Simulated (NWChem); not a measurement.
**SnH3ClO (SMILES [OH][SnH2][Cl]): levels of theory compared**

Aim: a comparison of 5 runs (HF/STO-3G, HF/3-21G, HF/def2-TZVP, PBE/def2-SVPD, TPSS/def2-TZVP) of SnH3ClO. 

Program for the calculation: NWChem 7.3.0.

## Step 1: The molecule

The species is SnH3ClO (6 atoms), meant as a singlet with charge 0. As SMILES, `[OH][SnH2][Cl]`. The coordinates come from a PBE0-D4/def2-TZVP relaxation. This is one conformer, not always the lowest.

Bond lengths: O1–Sn2 1.952 Å, Sn2–Cl3 2.330 Å, O1–H4 0.960 Å, Sn2–H5 1.702 Å, Sn2–H6 1.693 Å. Angles: O1–Sn2–Cl3 106.7°, O1–Sn2–H5 110.8°, O1–Sn2–H6 105.2°, Cl3–Sn2–H5 106.1°, Cl3–Sn2–H6 109.1°, Sn2–O1–H4 113.6°, H5–Sn2–H6 118.5°.

## Step 2: Energy and gradient at HF/STO-3G (run 1)

Input file geom.xyz:

```xyz
6

O     -1.416300    -0.543200    -0.285000
Sn     0.233200     0.397600     0.167300
Cl     1.828000    -1.233600     0.640800
H     -1.308200    -1.198200    -0.978800
H      0.825300     1.259600    -1.174900
H     -0.120000     1.253900     1.584400
```

Input file run.py:

```python
from ase.io import read
from ase.calculators.nwchem import NWChem

system = read('geom.xyz')

calc = NWChem(
    label='geom',
    theory='scf',
    memory='2200 mb',
    basis='STO-3G',
    basispar='spherical bse',
    scf={'nopen': '0', 'rhf': None, 'thresh': '1e-08', 'maxiter': '80'},
)
system.calc = calc

forces = system.get_forces()
print(f"energy = {system.get_potential_energy():.6f} eV")
print("forces (eV/A):")
for s, f in zip(system.symbols, forces):
    print(f"{s:2s} {f[0]:10.5f} {f[1]:10.5f} {f[2]:10.5f}")
print("dipole (e A):", system.get_dipole_moment().round(4))
```

On the command line:

```console
$ export ASE_NWCHEM_COMMAND="nwchem PREFIX.nwi > PREFIX.nwo"
$ python run.py
```

The program printed:

```text
energy = -176698.336125 eV
forces (eV/A):
O     0.16018    1.51083    1.57285
Sn   -0.61845    0.38453   -0.39271
Cl   -0.08490    0.12249   -0.00550
H     0.54127   -1.01528   -1.24128
H    -0.37826   -0.52759    1.08634
H     0.38021   -0.47499   -1.01975
dipole (e A): [-0.2162  0.5151 -0.2644]
```

The calculator wrote geom.nwi:

```
title "geom"

permanent_dir geom

scratch_dir geom

start geom

geometry units angstrom nocenter noautosym noautoz
  O  -1.4162999999999999e+00 -5.4320000000000002e-01 -2.8499999999999998e-01
  Sn 2.3319999999999999e-01 3.9760000000000001e-01 1.6730000000000000e-01
  Cl 1.8280000000000001e+00 -1.2336000000000000e+00 6.4080000000000004e-01
  H  -1.3082000000000000e+00 -1.1981999999999999e+00 -9.7880000000000000e-01
  H  8.2530000000000003e-01 1.2596000000000001e+00 -1.1749000000000001e+00
  H  -1.2000000000000000e-01 1.2539000000000000e+00 1.5844000000000000e+00
end

memory 2200 mb

basis spherical bse noprint
   * library STO-3G
end

scf
  nopen 0
  rhf
  thresh 1e-08
  maxiter 80
end

task scf gradient
```

geom.nwo (excerpt; [...] marks lines left out):

```text
[...]
      One-electron energy =  -9738.789861241521
[... 1 line left out ...]
 Nuclear repulsion energy =    379.974293328108
[... 52 lines left out ...]
                       ROHF Final Molecular Orbital Analysis
[... 202 lines left out ...]
                              NWChem Gradients Module
[...]
  wavefunction    =   RHF
                         RHF ENERGY GRADIENTS
    atom               coordinates                        gradient
                 x          y          z           x          y          z
   1 O      -2.676419  -1.026499  -0.538572   -0.003115  -0.029381  -0.030587
   2 Sn      0.440684   0.751355   0.316151    0.012027  -0.007478   0.007637
   3 Cl      3.454419  -2.331166   1.210936    0.001651  -0.002382   0.000107
   4 H      -2.472140  -2.264270  -1.849664   -0.010526   0.019744   0.024139
   5 H       1.559591   2.380299  -2.220239    0.007356   0.010260  -0.021126
   6 H      -0.226767   2.369527   2.994082   -0.007394   0.009237   0.019831
[...]
```

Wall time 8.4 s (1 thread of Intel Xeon Platinum 8375C at 2.90GHz (Ice Lake), shared host); peak memory 0.099 GiB.

## Step 3: Energy and forces at HF/3-21G (run 2)

Input file run.py:

```python
from ase import Atoms
from ase.calculators.nwchem import NWChem

atoms = Atoms('OSnClHHH', positions=[
    [-1.416300, -0.543200, -0.285000],
    [0.233200, 0.397600, 0.167300],
    [1.828000, -1.233600, 0.640800],
    [-1.308200, -1.198200, -0.978800],
    [0.825300, 1.259600, -1.174900],
    [-0.120000, 1.253900, 1.584400],
])

calc = NWChem(
    label='clh3osn',
    theory='scf',
    memory='2200 mb',
    basis='3-21G',
    basispar='spherical bse',
    scf={'nopen': '0', 'rhf': None, 'thresh': '1e-08', 'maxiter': '80'},
)
atoms.calc = calc

forces = atoms.get_forces()
e = atoms.get_potential_energy()
print(f"E = {e:.6f} eV")
print("forces (eV/A):")
for s, f in zip(atoms.symbols, forces):
    print(f"{s:2s} {f[0]:10.5f} {f[1]:10.5f} {f[2]:10.5f}")
print("dipole (e A):", atoms.get_dipole_moment().round(4))
```

On the command line:

```console
$ export ASE_NWCHEM_COMMAND="nwchem PREFIX.nwi > PREFIX.nwo"
$ python run.py
```

The program printed:

```text
E = -177685.368219 eV
forces (eV/A):
O     0.89783    0.39919    0.09148
Sn   -1.67610    0.65157   -0.18748
Cl    1.07626   -1.04042    0.32015
H    -0.53458   -0.47447   -0.29629
H     0.17741    0.21865   -0.24220
H     0.05919    0.24544    0.31434
dipole (e A): [-0.1338  0.4929 -0.3493]
```

The calculator wrote clh3osn.nwi:

```
title "clh3osn"

permanent_dir clh3osn

scratch_dir clh3osn

start clh3osn

geometry units angstrom nocenter noautosym noautoz
  O  -1.4162999999999999e+00 -5.4320000000000002e-01 -2.8499999999999998e-01
  Sn 2.3319999999999999e-01 3.9760000000000001e-01 1.6730000000000000e-01
  Cl 1.8280000000000001e+00 -1.2336000000000000e+00 6.4080000000000004e-01
  H  -1.3082000000000000e+00 -1.1981999999999999e+00 -9.7880000000000000e-01
  H  8.2530000000000003e-01 1.2596000000000001e+00 -1.1749000000000001e+00
  H  -1.2000000000000000e-01 1.2539000000000000e+00 1.5844000000000000e+00
end

memory 2200 mb

basis spherical bse noprint
   * library 3-21G
end

scf
  nopen 0
  rhf
  thresh 1e-08
  maxiter 80
end

task scf gradient
```

clh3osn.nwo (excerpt; [...] marks lines left out):

```text
[...]
      One-electron energy =  -9767.378418190958
[... 1 line left out ...]
 Nuclear repulsion energy =    379.974293328108
[... 57 lines left out ...]
                       ROHF Final Molecular Orbital Analysis
[... 238 lines left out ...]
                              NWChem Gradients Module
[...]
  wavefunction    =   RHF
                         RHF ENERGY GRADIENTS
    atom               coordinates                        gradient
                 x          y          z           x          y          z
   1 O      -2.676419  -1.026499  -0.538572   -0.017460  -0.007763  -0.001779
   2 Sn      0.440684   0.751355   0.316151    0.032595  -0.012671   0.003646
   3 Cl      3.454419  -2.331166   1.210936   -0.020930   0.020233  -0.006226
   4 H      -2.472140  -2.264270  -1.849664    0.010396   0.009227   0.005762
   5 H       1.559591   2.380299  -2.220239   -0.003450  -0.004252   0.004710
   6 H      -0.226767   2.369527   2.994082   -0.001151  -0.004773  -0.006113
[...]
```

It took 9.9 s on 1 thread of Intel Xeon Platinum 8375C at 2.90GHz (Ice Lake), shared host; peak memory 0.099 GiB.

Runs 3 to 4 aren't shown in full; the table further down has their settings and results.

## Step 4: Energy and forces at TPSS/def2-TZVP (core potential) (run 5)

Input file clh3osn.xyz:

```xyz
6
ClH3OSn TPSS
O     -1.416300    -0.543200    -0.285000
Sn     0.233200     0.397600     0.167300
Cl     1.828000    -1.233600     0.640800
H     -1.308200    -1.198200    -0.978800
H      0.825300     1.259600    -1.174900
H     -0.120000     1.253900     1.584400
```

Input file run.py:

```python
from ase.io import read
from ase.calculators.nwchem import NWChem

atoms = read('clh3osn.xyz')

calc = NWChem(
    label='clh3osn',
    theory='dft',
    memory='2200 mb',
    basis='def2-TZVP',
    basispar='spherical bse',
    dft={'xc': 'xtpss03 ctpss03', 'mult': '1', 'grid': 'fine', 'convergence': 'energy 1e-08', 'iterations': '100', 'mulliken': None},
    **{'ecp bse': {'Sn library': 'def2-TZVP'}},
)
atoms.calc = calc

forces = atoms.get_forces()
print(f"energy = {atoms.get_potential_energy():.6f} eV")
print("forces (eV/A):")
for s, f in zip(atoms.symbols, forces):
    print(f"{s:2s} {f[0]:10.5f} {f[1]:10.5f} {f[2]:10.5f}")
print("dipole (e A):", atoms.get_dipole_moment().round(4))
```

On the command line:

```console
$ export ASE_NWCHEM_COMMAND="nwchem PREFIX.nwi > PREFIX.nwo"
$ python run.py
```

The program printed:

```text
energy = -20451.230549 eV
forces (eV/A):
O    -0.46856    0.13051    0.26925
Sn    0.16712    0.23757    0.02216
Cl    0.21844   -0.19638    0.06608
H     0.07024   -0.31640   -0.35178
H     0.04736    0.07996   -0.08809
H    -0.03456    0.06469    0.08243
dipole (e A): [-0.0408  0.299  -0.2255]
```

The calculator wrote clh3osn.nwi:

```
title "clh3osn"

permanent_dir clh3osn

scratch_dir clh3osn

start clh3osn

geometry units angstrom nocenter noautosym noautoz
  O  -1.4162999999999999e+00 -5.4320000000000002e-01 -2.8499999999999998e-01
  Sn 2.3319999999999999e-01 3.9760000000000001e-01 1.6730000000000000e-01
  Cl 1.8280000000000001e+00 -1.2336000000000000e+00 6.4080000000000004e-01
  H  -1.3082000000000000e+00 -1.1981999999999999e+00 -9.7880000000000000e-01
  H  8.2530000000000003e-01 1.2596000000000001e+00 -1.1749000000000001e+00
  H  -1.2000000000000000e-01 1.2539000000000000e+00 1.5844000000000000e+00
end

memory 2200 mb

basis spherical bse noprint
   * library def2-TZVP
end

dft
  xc xtpss03 ctpss03
  mult 1
  grid fine
  convergence energy 1e-08
  iterations 100
  mulliken
end
ecp bse
  Sn library def2-TZVP
end

task dft gradient
```

clh3osn.nwo (excerpt; [...] marks lines left out):

```text
[...]
         Total DFT energy =     -751.568866466714
[...]
  wavefunction    = closed shell
                         DFT ENERGY GRADIENTS
    atom               coordinates                        gradient
                 x          y          z           x          y          z
   1 O      -2.676419  -1.026499  -0.538572    0.009112  -0.002538  -0.005236
   2 Sn      0.440684   0.751355   0.316151   -0.003250  -0.004620  -0.000431
   3 Cl      3.454419  -2.331166   1.210936   -0.004248   0.003819  -0.001285
   4 H      -2.472140  -2.264270  -1.849664   -0.001366   0.006153   0.006841
   5 H       1.559591   2.380299  -2.220239   -0.000921  -0.001555   0.001713
   6 H      -0.226767   2.369527   2.994082    0.000672  -0.001258  -0.001603
[...]
```

Wall time 1.7 min (1 thread of Intel Xeon Platinum 8375C at 2.90GHz (Ice Lake), shared host); peak memory 0.14 GiB.

## Step 5: Overview of the runs

```
run                            level  core potential  iteration cap   energy (Eh)  dipole moment (D)  HOMO energy (eV)  LUMO energy (eV)  wall time
  1                        HF/STO-3G               –             80  -6493.544135               2.97             -9.39              8.17      8.4 s
  2                         HF/3-21G               –             80  -6529.816896               2.97            -12.10              2.65      9.9 s
  3    HF/def2-TZVP (core potential)       def2-TZVP             80   -749.559262               2.11            -12.06              2.07    1.8 min
  4   PBE/def2-SVPD (core potential)       def2-SVPD            100   -751.096555                  –                 –                 –       45 s
  5  TPSS/def2-TZVP (core potential)       def2-TZVP            100   -751.568866               1.81             -7.32             -1.66    1.7 min
```

## Step 6: Results

```
                       quantity          value
            run 5: total energy  -751.56887 Eh
           run 5: dipole moment         1.81 D
             run 5: HOMO energy       -7.32 eV
             run 5: LUMO energy       -1.66 eV
           run 5: HOMO–LUMO gap        5.67 eV
run 5: largest force on an atom     0.556 eV/Å
```

What this shows: Over runs 1, 2, 3, 5 the dipole moment (its size) runs from 1.81 D (TPSS/def2-TZVP) to 2.97 D (HF/3-21G). The two ends differ in method and basis and core potential. Over runs 1, 2, 3, 5 the HOMO–LUMO gap runs from 5.67 eV (TPSS/def2-TZVP) to 17.55 eV (HF/STO-3G). Totals of different functionals can't be ranked against each other. Some runs of one species differ in core potentials or relativity; totals across that change don't compare. In run 1 the basis is minimal, so the values are rough. In runs 1, 2 relativity is left out where basis or elements ask for it. All runs together took 4.5 min, the longest 1.8 min.
